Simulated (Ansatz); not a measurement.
# GeH₃− (triplet): wave-function methods side by side at distance Ge1–H4 = 3.089 Å, aug-cc-pVDZ

How much of the correlation energy of GeH₃− (triplet) does each wave-function method recover here?

Method: aug-cc-pVDZ, core rule «outside noble gas», up to 14 orbitals frozen; program: Ansatz 0.2.0, Gaussian basis.

Plan: UHF; CCSD(T) on ROHF; CCSD(T) on UHF; BCCD(T) on ROHF; CISD; CCSDT(Q) on ROHF; CCSDT(Q) on UHF; CASSCF and MRCISD+Q, 4 electrons in 4 orbitals; CASSCF and NEVPT2, 4 electrons in 4 orbitals; CASSCF and MRCISD+Q, 8 electrons in 7 orbitals; CASSCF and NEVPT2, 8 electrons in 7 orbitals.

24 further runs of the same task are left out: 8 for a known fault of the program, 1 for a mislabelled method, 13 that didn't finish, 2 set aside as unsound or not needed.

**1. What is computed**

The geometry derives from a PBE0/def2-TZVPD stationary point (not a proven minimum). One bond is set to the value named and the two fragments are kept rigid. No spin-orbit coupling is included. The filled d shell of Ge may be among the frozen orbitals whatever the setting's name suggests; the logs give the count.

4 atoms, charge -1, spin multiplicity 3.

Atoms are counted from 1 here; the program's logs count them from 0.

Bond lengths: Ge1–H2 1.687 Å, Ge1–H3 1.687 Å. Angles: H2–Ge1–H3 120.0°.

**2. UHF**

Input file in.yaml:

```yaml
crystal:
  periodic: [false, false, false]
  atoms:
    - {symbol: Ge, position_ang: [0.008892, 0.016430, 0.000060]}
    - {symbol: H, position_ang: [1.694797, 0.062918, -0.006440]}
    - {symbol: H, position_ang: [-0.874286, 1.453209, 0.011960]}
    - {symbol: H, position_ang: [-1.461335, -2.700232, -0.009830]}
basis:
  gaussian: {orbitals: aug-cc-pVDZ}
total_charge: -1
magnetization: {spin_polarized: true, initial_magnetization: 2}
hamiltonian: {xc: hf}
output: {orbitals: {seedname: orbitals}}
```

On the command line:

```
$ ansatz run in.yaml --threads 1 --pin off --events-out ev --progress --plain --max-ram 2393MiB
```

Further steps of the session: CCSD(T) on ROHF; CCSD(T) on UHF; BCCD(T) on ROHF; CISD; CCSDT(Q) on ROHF; CCSDT(Q) on UHF; CASSCF and MRCISD+Q, 4 electrons in 4 orbitals; CASSCF and NEVPT2, 4 electrons in 4 orbitals; CASSCF and MRCISD+Q, 8 electrons in 7 orbitals; CASSCF and NEVPT2, 8 electrons in 7 orbitals.

**Question.** What will the summary of the whole plan be? Wanted: UCCSDT(Q) below the RHF energy; RMP2 from UCCSDT(Q); UMP2 from UCCSDT(Q); RCCSD from UCCSDT(Q); RCCSD(T) from UCCSDT(Q); UCCSD(T) from UCCSDT(Q); RCCSDT(Q) from UCCSDT(Q); NEVPT2 valence from UCCSDT(Q); MRCISD+Q valence from UCCSDT(Q).

As calculated:

```
                         quantity                                value
   UCCSDT(Q) below the RHF energy                           -4.0045 eV
              RMP2 from UCCSDT(Q)                          +1019.6 meV
              UMP2 from UCCSDT(Q)                           +998.3 meV
             RCCSD from UCCSDT(Q)                           +182.7 meV
          RCCSD(T) from UCCSDT(Q)                            +48.7 meV
          UCCSD(T) from UCCSDT(Q)                            +43.3 meV
         RCCSDT(Q) from UCCSDT(Q)                             +4.2 meV
    NEVPT2 valence from UCCSDT(Q)                           +990.6 meV
  MRCISD+Q valence from UCCSDT(Q)                           +119.8 meV
levels within 1 kcal/mol (43 meV)  UCCSD(T), RCCSDT, UCCSDT, RCCSDT(Q)
                    T1 diagnostic                                0.063
   effectively unpaired electrons                                 2.02
```

**Reading.** RCCSD(T) lands +48.7 meV from the yardstick (1.2 % of the correlation energy). The occupations are near whole numbers, but T1 = 0.063 shows that the orbitals relax strongly. Of the multireference levels listed MRCISD+Q valence comes nearest in total energy (+119.8 meV), which doesn't show that its space is the better one. These misses are within one basis, not against nature; the frozen cores of restricted and unrestricted runs differ, which can shift their rows.
